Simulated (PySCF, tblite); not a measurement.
# C₂H₈ClNOSi₂: a rotation path, then NMR shifts on frames, part 2 of 2

tblite 0.8.0 and PySCF 2.14.0. Atoms count from 0.

**5. Shielding tensors: image 5, PBE0/pcSseg-1**

What the job is given:

```
{"job": {"kind": "nmr", "xc": "PBE0", "basis": "pcSseg-1", "pop": false}, "charge": 0, "multiplicity": 1}
C      2.568700     0.041300     0.662300
C      1.086800     0.145800     0.393300
O      0.340600     0.787500     1.106700
N      0.625600    -0.516200    -0.688900
Si    -1.078400    -0.526900    -1.155500
Si    -2.396300     0.680600     0.329200
Cl    -3.568300    -0.702100     1.268600
H      2.806100     0.616700     1.552800
H      3.132100     0.431400    -0.182700
H      2.846100    -0.999100     0.819200
H      1.309200    -1.026800    -1.226000
H     -1.033900     0.008400    -2.527800
H     -1.347800    -1.969700    -1.279800
H     -1.956400     1.566600     1.393400
H     -3.338300     1.470600    -0.486900
```

Method: GIAO PBE0/pcSseg-1 NMR shielding, non-relativistic, gas phase.

The log of the run:

```text
coarse grid: 14152 points
cycle   1  E = -1249.3763426996  dE =  8.261e-01  |g| = 8.482e-01  |ddm| = 3.477e+00
cycle   2  E = -1248.8864603664  dE =  4.899e-01  |g| = 1.756e+00  |ddm| = 2.649e+00
cycle   3  E = -1249.5088455669  dE = -6.224e-01  |g| = 2.560e-01  |ddm| = 2.136e+00
cycle   4  E = -1249.5214384405  dE = -1.259e-02  |g| = 8.982e-02  |ddm| = 2.624e-01
cycle   5  E = -1249.5229923904  dE = -1.554e-03  |g| = 2.359e-02  |ddm| = 7.367e-02
cycle   6  E = -1249.5231109538  dE = -1.186e-04  |g| = 5.732e-03  |ddm| = 2.336e-02
cycle   7  E = -1249.5231183450  dE = -7.391e-06  |g| = 1.064e-03  |ddm| = 5.837e-03
final grid: 123192 points
cycle   8  E = -1249.5693683745  dE = -1.236e-05  |g| = 1.228e-02  |ddm| = 2.005e-02
cycle   9  E = -1249.5692898486  dE =  7.853e-05  |g| = 2.372e-02  |ddm| = 2.517e-02
cycle  10  E = -1249.5693958129  dE = -1.060e-04  |g| = 1.928e-03  |ddm| = 1.860e-02
cycle  11  E = -1249.5693965942  dE = -7.813e-07  |g| = 2.583e-04  |ddm| = 2.011e-03
cycle  12  E = -1249.5693966093  dE = -1.512e-08  |g| = 4.058e-05  |ddm| = 2.538e-04
cycle  13  E = -1249.5693966097  dE = -3.374e-10  |g| = 1.488e-05  |ddm| = 5.958e-05
converged SCF energy = -1249.5693966097

GIAO shielding tensors (ppm)
atom      isotropic    diamagn.    paramagn.     s11        s22        s33       span
  0 C      161.519     250.926     -89.406    135.296    154.549    194.713     59.418
  1 C        9.366     247.661    -238.296    -74.874      3.438     99.534    174.408
  2 O     -112.223     406.064    -518.286   -423.514   -182.822    269.668    693.182
  3 N      154.325     331.659    -177.334     63.375    166.155    233.445    170.070
  4 Si     409.320     881.088    -471.767    387.780    400.319    439.863     52.083
  5 Si     377.015     876.304    -499.289    330.916    358.097    442.033    111.118
  6 Cl    1039.552    1147.355    -107.803    936.773   1067.639   1114.245    177.472
  7 H       29.729      28.347       1.382     25.495     28.473     35.218      9.723
  8 H       29.716      28.904       0.812     26.125     28.731     34.293      8.168
  9 H       29.662      29.056       0.606     26.145     28.714     34.126      7.981
 10 H       27.617      34.980      -7.364     20.960     29.330     32.560     11.600
 11 H       27.027      29.527      -2.500     22.834     25.777     32.471      9.637
 12 H       27.017      29.608      -2.590     23.582     25.786     31.684      8.102
 13 H       25.359      28.211      -2.851     21.178     24.639     30.261      9.083
 14 H       26.158      26.972      -0.814     22.375     25.027     31.072      8.696
```

Wall time 21 s (1 thread of Arm Neoverse V1, shared host); peak memory 0.84 GiB.

This run: δ C1 177.6, C0 25.4, O2 448.3, N3 113.4, H13 6.36, H14 5.56 ppm.

**6. Shielding tensors: image 6, PBE0/pcSseg-1**

What the job is given:

```
{"job": {"kind": "nmr", "xc": "PBE0", "basis": "pcSseg-1", "pop": false}, "charge": 0, "multiplicity": 1}
C      2.497100     0.017400     0.712200
C      1.011000     0.038800     0.443200
O      0.213000     0.517900     1.226800
N      0.610900    -0.506300    -0.723500
Si    -1.079900    -0.493500    -1.238900
Si    -2.327700     0.714800     0.294700
Cl    -3.133400    -0.625100     1.585100
H      2.708800     0.590400     1.610500
H      3.042200     0.440900    -0.129000
H      2.824900    -1.010200     0.858700
H      1.333000    -0.907500    -1.301000
H     -0.978800     0.069100    -2.594100
H     -1.376800    -1.926900    -1.395400
H     -1.854800     1.847700     1.075600
H     -3.493700     1.240600    -0.446800
```

Method: GIAO PBE0/pcSseg-1 NMR shielding, non-relativistic, gas phase.

The log of the run:

```text
coarse grid: 14152 points
cycle   1  E = -1249.3828353725  dE =  8.463e-01  |g| = 8.384e-01  |ddm| = 3.486e+00
cycle   2  E = -1248.9202551669  dE =  4.626e-01  |g| = 1.721e+00  |ddm| = 2.587e+00
cycle   3  E = -1249.5124921005  dE = -5.922e-01  |g| = 2.502e-01  |ddm| = 2.074e+00
cycle   4  E = -1249.5245221831  dE = -1.203e-02  |g| = 8.502e-02  |ddm| = 2.500e-01
cycle   5  E = -1249.5259028124  dE = -1.381e-03  |g| = 2.289e-02  |ddm| = 6.957e-02
cycle   6  E = -1249.5260147522  dE = -1.119e-04  |g| = 5.238e-03  |ddm| = 2.197e-02
cycle   7  E = -1249.5260209401  dE = -6.188e-06  |g| = 9.685e-04  |ddm| = 5.446e-03
final grid: 123192 points
cycle   8  E = -1249.5718846115  dE = -1.522e-05  |g| = 1.167e-02  |ddm| = 2.060e-02
cycle   9  E = -1249.5718150956  dE =  6.952e-05  |g| = 2.236e-02  |ddm| = 2.353e-02
cycle  10  E = -1249.5719093115  dE = -9.422e-05  |g| = 1.996e-03  |ddm| = 1.749e-02
cycle  11  E = -1249.5719101465  dE = -8.349e-07  |g| = 2.566e-04  |ddm| = 2.098e-03
cycle  12  E = -1249.5719101614  dE = -1.493e-08  |g| = 4.366e-05  |ddm| = 2.552e-04
cycle  13  E = -1249.5719101618  dE = -3.702e-10  |g| = 1.747e-05  |ddm| = 6.265e-05
converged SCF energy = -1249.5719101618

GIAO shielding tensors (ppm)
atom      isotropic    diamagn.    paramagn.     s11        s22        s33       span
  0 C      161.519     250.753     -89.234    135.534    154.338    194.685     59.151
  1 C        9.533     248.528    -238.995    -72.978      1.680     99.896    172.874
  2 O     -104.675     405.328    -510.003   -412.524   -180.625    279.124    691.648
  3 N      154.245     331.723    -177.478     63.131    168.666    230.939    167.808
  4 Si     411.755     881.184    -469.429    389.022    403.032    443.211     54.189
  5 Si     386.894     876.285    -489.391    337.932    364.406    458.343    120.411
  6 Cl    1063.791    1147.925     -84.133    991.577   1095.809   1103.989    112.412
  7 H       29.703      28.414       1.288     25.426     28.446     35.235      9.809
  8 H       29.812      29.327       0.486     26.039     29.049     34.348      8.309
  9 H       29.557      28.756       0.801     26.191     28.279     34.200      8.009
 10 H       27.579      35.004      -7.425     20.916     29.211     32.610     11.694
 11 H       27.159      29.580      -2.421     23.022     25.845     32.608      9.587
 12 H       27.028      29.414      -2.385     23.638     25.321     32.126      8.488
 13 H       25.720      28.374      -2.654     22.343     24.516     30.302      7.958
 14 H       26.303      26.760      -0.457     22.265     25.014     31.631      9.366
```

It took 22 s on 1 thread of Arm Neoverse V1, shared host; peak memory 0.84 GiB.

In short: δ C1 177.4, C0 25.4, O2 440.8, N3 113.5, H13 6.00, H14 5.41 ppm.

**7. NMR shieldings: image 8, PBE0/pcSseg-1**

What the job is given:

```
{"job": {"kind": "nmr", "xc": "PBE0", "basis": "pcSseg-1", "pop": false}, "charge": 0, "multiplicity": 1}
C      2.414200    -0.077100     0.795500
C      0.971400     0.111000     0.390700
O      0.194300     0.784900     1.043000
N      0.589600    -0.508600    -0.742900
Si    -1.070600    -0.401700    -1.345200
Si    -2.301700     0.667000     0.293000
Cl    -2.456500    -0.432900     1.980200
H      2.590100     0.407400     1.751600
H      3.066500     0.363800     0.043600
H      2.644100    -1.137700     0.877200
H      1.301100    -1.038300    -1.221600
H     -0.923600     0.330400    -2.611600
H     -1.341400    -1.804000    -1.692800
H     -1.987200     2.050400     0.622400
H     -3.694700     0.693400    -0.205100
```

Method: GIAO PBE0/pcSseg-1 NMR shielding, non-relativistic, gas phase.

The log of the run:

```text
coarse grid: 14152 points
cycle   1  E = -1249.3897837137  dE =  8.607e-01  |g| = 8.277e-01  |ddm| = 3.490e+00
cycle   2  E = -1248.9457865268  dE =  4.440e-01  |g| = 1.694e+00  |ddm| = 2.477e+00
cycle   3  E = -1249.5161700723  dE = -5.704e-01  |g| = 2.465e-01  |ddm| = 1.974e+00
cycle   4  E = -1249.5278266862  dE = -1.166e-02  |g| = 8.209e-02  |ddm| = 2.420e-01
cycle   5  E = -1249.5291103542  dE = -1.284e-03  |g| = 2.250e-02  |ddm| = 6.853e-02
cycle   6  E = -1249.5292180908  dE = -1.077e-04  |g| = 5.039e-03  |ddm| = 2.108e-02
cycle   7  E = -1249.5292238831  dE = -5.792e-06  |g| = 9.218e-04  |ddm| = 5.299e-03
final grid: 123192 points
cycle   8  E = -1249.5754402083  dE = -1.404e-05  |g| = 1.210e-02  |ddm| = 2.061e-02
cycle   9  E = -1249.5753646358  dE =  7.557e-05  |g| = 2.332e-02  |ddm| = 2.454e-02
cycle  10  E = -1249.5754666637  dE = -1.020e-04  |g| = 2.001e-03  |ddm| = 1.807e-02
cycle  11  E = -1249.5754675146  dE = -8.509e-07  |g| = 2.562e-04  |ddm| = 2.082e-03
cycle  12  E = -1249.5754675298  dE = -1.524e-08  |g| = 4.485e-05  |ddm| = 2.689e-04
cycle  13  E = -1249.5754675303  dE = -4.252e-10  |g| = 1.674e-05  |ddm| = 6.472e-05
converged SCF energy = -1249.5754675303

GIAO shielding tensors (ppm)
atom      isotropic    diamagn.    paramagn.     s11        s22        s33       span
  0 C      161.684     250.691     -89.007    136.086    154.162    194.804     58.718
  1 C        9.238     248.967    -239.729    -71.910     -0.484    100.108    172.017
  2 O      -96.566     405.346    -501.912   -395.262   -177.195    282.758    678.020
  3 N      152.694     331.632    -178.937     58.770    169.835    229.477    170.708
  4 Si     416.100     881.225    -465.125    391.961    401.206    455.135     63.174
  5 Si     395.014     876.509    -481.495    337.340    382.095    465.606    128.265
  6 Cl    1049.921    1148.871     -98.950    999.169   1044.186   1106.408    107.239
  7 H       29.692      28.551       1.141     25.359     28.503     35.214      9.856
  8 H       29.652      28.867       0.785     26.055     28.409     34.491      8.436
  9 H       29.708      29.387       0.321     26.162     28.778     34.183      8.021
 10 H       27.437      35.020      -7.582     20.926     29.016     32.370     11.443
 11 H       27.194      29.399      -2.205     22.897     25.570     33.116     10.219
 12 H       27.152      29.407      -2.255     23.691     25.386     32.380      8.689
 13 H       25.996      28.464      -2.468     23.113     23.650     31.224      8.112
 14 H       26.349      26.717      -0.368     22.171     24.930     31.947      9.776
```

Run time: 22 s. Hardware: 1 thread of Arm Neoverse V1, shared host; peak memory 0.84 GiB.

In short: δ C1 177.7, C0 25.2, O2 432.6, N3 115.0, H13 5.72, H14 5.37 ppm.

**8. Run by run: NMR shifts**

Shifts (ppm) of some atoms, chosen among heavy atoms and hydrogens apart, with basis size and wall time:

```
  frame   H14   H13     O2     N3    Si4    Si5   Cl6  functions  time
image 0  5.69  5.69  398.1  124.0  -70.4  -71.8     1        180  30 s
image 2  5.58  5.75  416.1  121.3  -65.7  -56.6   -28        180  21 s
image 5  5.56  6.36  448.3  113.4  -60.2  -27.9   -90        180  21 s
image 6  5.41  6.00  440.8  113.5  -62.6  -37.7  -114        180  22 s
image 8  5.37  5.72  432.6  115.0  -66.9  -45.9  -100        180  22 s
```

**9. What came out**

This closing draws on all 2 parts.

| quantity | value |
| --- | --- |
| barrier | 0.262 eV (6.0 kcal/mol) at image 5 |
| end to end (GFN2-xTB) | 0.149 eV |
| 13C shifts against TMS (PBE0/pcSseg-1, image 0) | 179.8, 24.9 ppm |
| 1H shifts against TMS (PBE0/pcSseg-1, image 0) | 5.69, 5.69, 4.62, 4.61, 4.42, 1.99, 1.98, 1.97 ppm |
| 17O shifts against H2O (PBE0/pcSseg-1, image 0) | 398.1 ppm |
| 15N shifts against NH3 (PBE0/pcSseg-1, image 0) | 124.0 ppm |
| 29Si shifts against TMS (PBE0/pcSseg-1, image 0) | -70.4, -71.8 ppm |
| 35Cl shifts against HCl (PBE0/pcSseg-1, image 0) | 1 ppm |
| surface potential, 1st and 99th percentile | -1.31 V and 2.30 V |
| range of the shift of Cl6 | -114 to 1 ppm |

What this shows: Along the band the dihedral turns by 113°, and the top (dihedral -112°) lies 6.0 kcal/mol above the start (GFN2-xTB, rough), so at room temperature this motion is fast. The top was not checked by a frequency run. Shifts at one fixed geometry are not the observed spectrum, which averages over the motion. In the first frame run (image 0): The largest span, 603 ppm, is at O2, where the paramagnetic term is -468 ppm. By nearest atom (PBE0/pcSseg-1), the HOMO sits on Cl6 47 %; Si4 17 % and the LUMO on Si4 26 %; H11, H12 about 16 % each. In ppm, Cl6 moves most: its shift spreads over 115 ppm, from -114 (image 6) to 1 (image 0).
